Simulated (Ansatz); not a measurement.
# F4Si: the cost of one run

Computed with Ansatz 0.2.0 (DFT unrestricted wB97X-V, Gaussian basis aug-cc-pV(T+d)Z, and further levels as typed in the inputs, unless a step's input says otherwise).

### Step 1. Starting point

Bond lengths: F1–Si2 1.562 Å, Si2–F3 1.562 Å, Si2–F4 1.562 Å, Si2–F5 1.562 Å. Angles: F1–Si2–F3 109.5°, F1–Si2–F4 109.5°, F1–Si2–F5 109.5°, F3–Si2–F4 109.5°, F3–Si2–F5 109.5°, F4–Si2–F5 109.5°.

Structure file:

```xyz
5

F    -1.1939   -0.1126   -1.0006
Si    0.0000    0.0000    0.0000
F    -0.3578   -0.7477    1.3237
F     1.2733   -0.6448   -0.6342
F     0.2785    1.5050    0.3111
```

### Step 2. Single point: F4Si, charge +1

It takes the final geometry of an earlier run.

Contents of input.yaml:

```yaml
crystal:
  periodic: [false, false, false]
  atoms:
    - { symbol: F, position_ang: [-1.19392686, -0.11255593, -1.00057415] }
    - { symbol: Si, position_ang: [0.0, 1.0e-08, -1.0e-08] }
    - { symbol: F, position_ang: [-0.35784314, -0.74765116, 1.32372345] }
    - { symbol: F, position_ang: [1.27331019, -0.64477853, -0.63420777] }
    - { symbol: F, position_ang: [0.27845982, 1.5049856, 0.31105847] }
magnetization:
  spin_polarized: true
  initial_magnetization: 1
total_charge: 1
basis:
  gaussian:
    orbitals: "aug-cc-pV(T+d)Z.json"
    initial_orbitals: start.molden
    maximum_overlap: true
hamiltonian:
  xc: { name: wB97X-V }
```

Launch:

```
$ ansatz run input.yaml --threads 4 --pin off --max-ram 14336MiB --backend cpu --events-out ev --progress --plain --runs-dir out
```

**Question.** How long does this run take on 4 threads of Intel Xeon 6975P-C (Granite Rapids), shared host, and how much memory does it need?

About 4.2 s, with a peak of 0.77 GiB.
